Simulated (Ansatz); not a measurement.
# ZnHF: small, medium and large basis sets

An exercise on one series of results from a longer session: the logs are not shown, and one member is left open.

Computed with Ansatz 0.2.0, Gaussian basis. Level: one geometry, several basis sets.

Plan: PBE0-D4/def2-SVP; ωB97M-V/def2-SVP; PBE0-D4/def2-QZVPP; ωB97M-V/def2-QZVPP; the functionals' def2-TZVPP values are taken from earlier runs.

### The geometry

All runs share one geometry, relaxed beforehand with PBE0-D4 in a triple-zeta def2 set.

3 atoms, charge 0, spin multiplicity 1.

Atoms are counted from 1 here; the program's logs count them from 0.

Bond lengths: F1–Zn2 1.750 Å, Zn2–H3 1.507 Å. Angles: F1–Zn2–H3 180.0°.

The first run:

File in.yaml:

```yaml
crystal:
  periodic: [false, false, false]
  atoms:
    - {symbol: F, position_ang: [-1.329663, 0.779491, -0.639285]}
    - {symbol: Zn, position_ang: [0.064504, -0.037826, 0.031011]}
    - {symbol: H, position_ang: [1.265159, -0.741666, 0.608273]}
basis:
  gaussian: {orbitals: def2-SVP}
hamiltonian: {xc: pbe0, dispersion: d4}
output: {orbitals: {seedname: orbitals}}
```

Started as:

```sh
$ ansatz run in.yaml --threads 2 --pin off --events-out ev --progress --plain --max-ram 32768MiB --backend cpu
```

Among the steps run: PBE0-D4 in def2-SVP; ωB97M-V in def2-SVP; PBE0-D4 in def2-QZVPP; ωB97M-V in def2-QZVPP.

One of the session's tables, all rows but one given; the rest of the session is left out.

It belongs to the step «Functionals by basis». 

| functional | basis | HOMO (eV) |
| --- | --- | --- |
| PBE0-D4 | def2-SVP | ? |
| PBE0-D4 | def2-TZVPP | -9.67 |
| PBE0-D4 | def2-QZVPP | -9.65 |
| ωB97M-V | def2-SVP | -11.57 |
| ωB97M-V | def2-TZVPP | -11.96 |
| ωB97M-V | def2-QZVPP | -11.95 |

Q: Estimate the row for PBE0-D4, def2-SVP from the others.

The run gave: HOMO (eV): -9.34. In the column «HOMO (eV)» it is the highest.
